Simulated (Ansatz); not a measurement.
**BClH₆Si₂: small, medium and large basis sets**

How large a basis does BClH₆Si₂ need? Two functionals are run in growing sets.

Computed with Ansatz 0.2.0, Gaussian basis. Level: one geometry, several basis sets.

Plan: PBE0-D4/def2-SVP; ωB97M-V/def2-SVP; PBE0-D4/def2-QZVPP; ωB97M-V/def2-QZVPP; the functionals' def2-TZVPP values are taken from earlier runs.

## 1. The relaxed structure

An earlier PBE0-D4 in a triple-zeta def2 set relaxation fixed the geometry.

SMILES `[SiH3]B[SiH2]Cl`, 10 atoms, charge 0, spin multiplicity 1.

Atoms are counted from 1 here; the program's logs count them from 0.

Bond lengths: Si1–B2 2.010 Å, Si1–H5 1.489 Å, Si1–H6 1.488 Å, Si1–H7 1.493 Å, B2–Si3 1.996 Å, B2–H8 1.195 Å, Si3–Cl4 2.064 Å, Si3–H9 1.488 Å, Si3–H10 1.490 Å. Angles: B2–Si1–H5 111.5°, B2–Si1–H6 114.1°, B2–Si1–H7 105.9°, H5–Si1–H6 108.7°, H5–Si1–H7 108.3°, H6–Si1–H7 108.1°, Si1–B2–Si3 120.2°, Si1–B2–H8 118.0°, Si3–B2–H8 121.8°, B2–Si3–Cl4 115.2°, B2–Si3–H9 110.2°, B2–Si3–H10 108.1°, Cl4–Si3–H9 107.3°, Cl4–Si3–H10 107.6°, H9–Si3–H10 108.1°.

## 2. PBE0-D4 in def2-SVP

The input, in.yaml:

```yaml
crystal:
  periodic: [false, false, false]
  atoms:
    - {symbol: Si, position_ang: [-1.587774, 0.528372, -0.600581]}
    - {symbol: B, position_ang: [-0.021291, -0.712396, -0.387277]}
    - {symbol: Si, position_ang: [1.515596, -0.198853, 0.777937]}
    - {symbol: Cl, position_ang: [3.129873, -1.484235, 0.723305]}
    - {symbol: H, position_ang: [-2.881124, -0.201485, -0.492226]}
    - {symbol: H, position_ang: [-1.598461, 1.664769, 0.359806]}
    - {symbol: H, position_ang: [-1.479563, 1.088616, -1.980775]}
    - {symbol: H, position_ang: [-0.037030, -1.744465, -0.989818]}
    - {symbol: H, position_ang: [2.012840, 1.153511, 0.407133]}
    - {symbol: H, position_ang: [1.030134, -0.144934, 2.185298]}
basis:
  gaussian: {orbitals: def2-SVP}
hamiltonian: {xc: pbe0, dispersion: d4}
output: {orbitals: {seedname: orbitals}}
```

Command:

```sh
$ ansatz run in.yaml --threads 2 --pin off --events-out ev --progress --plain --max-ram 4352MiB
```

Further steps of the session: ωB97M-V in def2-SVP; PBE0-D4 in def2-QZVPP; ωB97M-V in def2-QZVPP.

**Question.** What will the summary of the whole plan be? Wanted: PBE0-D4: double and triple zeta above quadruple; ωB97M-V: double and triple zeta above quadruple.

The runs gave:

| quantity | value |
| --- | --- |
| PBE0-D4: double and triple zeta above quadruple | 11.62, 0.95 eV |
| ωB97M-V: double and triple zeta above quadruple | 11.65, 0.89 eV |

What this shows: For PBE0-D4 the step from double to triple zeta gains 10.67 eV and the next only 0.95 eV. Total energies overstate the basis error of differences, where much of it tends to cancel.
